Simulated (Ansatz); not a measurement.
Here is an Ansatz 0.2.0 calculation.

Contents of input.yaml:

```yaml
crystal:
  lattice:
    - [3.15644, 0.0, 0.0]
    - [0.0, 3.15644, 0.0]
    - [0.0, 0.0, 3.15644]
  atoms:
    - { symbol: Nb, position: [0.0, 0.0, 0.0] }
    - { symbol: Si, position: [0.5, 0.5, 0.5] }
kpoints:
  mp_grid: { grid: [8, 8, 8] }
scf:
  occupations: { method: fermi_dirac, width: 0.05 }
hamiltonian:
  xc: pbesol
  pseudopotentials: { kind: all_electron, datasets: crystal }
output: {}
phonons:
  method: fd
  supercell: [1, 1, 1]
```

Potentials or basis: all-electron PAW datasets made for the crystal.

Command:

```bash
$ ansatz run input.yaml --threads 1 --pin off --max-ram 3072MiB --backend cpu --events-out ev --progress --plain --runs-dir out
```

(1) What does it give for the highest phonon frequency at Γ?

(2) What does it give for the band gap on the k mesh?

Answers

(1) 256 cm⁻¹.

(2) none (metal or under the smearing width).

Caveat: a metal's response needs a denser mesh.
